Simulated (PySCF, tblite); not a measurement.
# C5H16N2Si: geometry, infrared bands and NMR shifts

Aim: predict the infrared bands and NMR shifts of C5H16N2Si (`CCN(N[SiH3])C(C)C`).

The runs use tblite 0.8.0 and PySCF 2.14.0, with density-fitted response routines of our own; the level of theory stands in each step. All values are computed, except where a source is named. Atoms are numbered from 0 throughout.

### 1 Starting geometry

24 atoms, charge 0, multiplicity 1; geometry from: force field or distance geometry start.

Bonds of the start (Å): C0–C1 1.51, C1–N2 1.40, N2–N3 1.39, N3–Si4 1.79, N2–C5 1.38, C5–C6 1.51, C5–C7 1.52, C0–H8 1.13, C0–H9 1.08, C0–H10 1.14, C1–H11 1.11, C1–H12 1.14, N3–H13 1.03, Si4–H14 1.47, Si4–H15 1.47, Si4–H16 1.48, C5–H17 1.14, C6–H18 1.10, C6–H19 1.10, C6–H20 1.14, C7–H21 1.11, C7–H22 1.08, C7–H23 1.12.

### 2 Relaxing the molecule with GFN2-xTB

What the job is given:

```
{"job": {"kind": "relax", "xc": "GFN2-xTB", "basis": "xTB"}, "charge": 0, "multiplicity": 1}
C     -1.486400    -1.821200     0.616100
C     -1.245900    -0.716600    -0.381000
N     -0.275000     0.243900    -0.070200
N     -0.572200     1.453200    -0.685700
Si    -1.002300     2.737500     0.484800
C      1.083900    -0.005100    -0.040200
C      1.591000    -1.020600     0.953500
C      1.754400    -0.236200    -1.379800
H     -2.194800    -1.461300     1.414800
H     -0.629800    -2.259500     1.099200
H     -2.061200    -2.679100     0.143300
H     -1.110900    -1.245400    -1.352000
H     -2.248000    -0.197200    -0.501000
H     -1.232300     1.396600    -1.473900
H     -1.337800     2.232100     1.819500
H      0.131100     3.671300     0.559500
H     -2.167200     3.451900    -0.083100
H      1.568800     0.962900     0.324800
H      1.663000    -2.048900     0.559700
H      1.132000    -0.927700     1.950100
H      2.670900    -0.711000     1.133900
H      1.567900     0.654600    -2.019500
H      1.526500    -1.191800    -1.833500
H      2.862900    -0.262900    -1.231900
```

Started as:

```
OMP_NUM_THREADS=1 python probes_run.py task.json out
```

The driver reads the jobs from task.json and runs them one after another.

**Question.** This job is followed by: GFN2-xTB harmonic vibrations, gas phase; GIAO PBE0/pcSseg-1 NMR shielding, non-relativistic, gas phase. Predict these results of the whole session: strongest single infrared mode (GFN2-xTB); zero-point energy (GFN2-xTB); 13C shifts against TMS (PBE0/pcSseg-1, means over atoms taken as alike); 1H shifts against TMS (PBE0/pcSseg-1, means over atoms taken as alike); 15N shifts against NH3 (PBE0/pcSseg-1); 29Si shifts against TMS (PBE0/pcSseg-1); surface potential, 1st and 99th percentile.

The runs gave:

```
                                                               quantity                                   value
                              strongest single infrared mode (GFN2-xTB)                   2150 cm⁻¹, 385 km/mol
                                           zero-point energy (GFN2-xTB)                          127.8 kcal/mol
13C shifts against TMS (PBE0/pcSseg-1, means over atoms taken as alike)              60.3, 48.2, 18.2, 16.5 ppm
 1H shifts against TMS (PBE0/pcSseg-1, means over atoms taken as alike)  4.66, 3.07, 2.26, 1.60, 1.27, 1.03 ppm
                                 15N shifts against NH3 (PBE0/pcSseg-1)                         107.9, 78.7 ppm
                                29Si shifts against TMS (PBE0/pcSseg-1)                               -59.2 ppm
                                  surface potential, 1st and 99th percentile                      -0.94 V and 1.17 V
```

In words: Relaxing lowered the energy by 1.132 eV in 205 steps; the close pair that moved most is N2–C5, from 1.382 to 1.462 Å. All 66 modes are real, so the xTB geometry is a minimum. The strongest single mode, at 2150 cm⁻¹, moves mainly H15. GFN2-xTB is a fitted tight-binding method: band positions and strengths are rough. Its intensities can rank the bands wrongly. C5 (sp3 CH bonded to N) lies farthest downfield among carbon, at 60.3 ppm; deshielded by the electronegative neighbour. At PBE0/pcSseg-1: The widest tensor belongs to N3: span 139 ppm, with a paramagnetic part of -134 ppm.
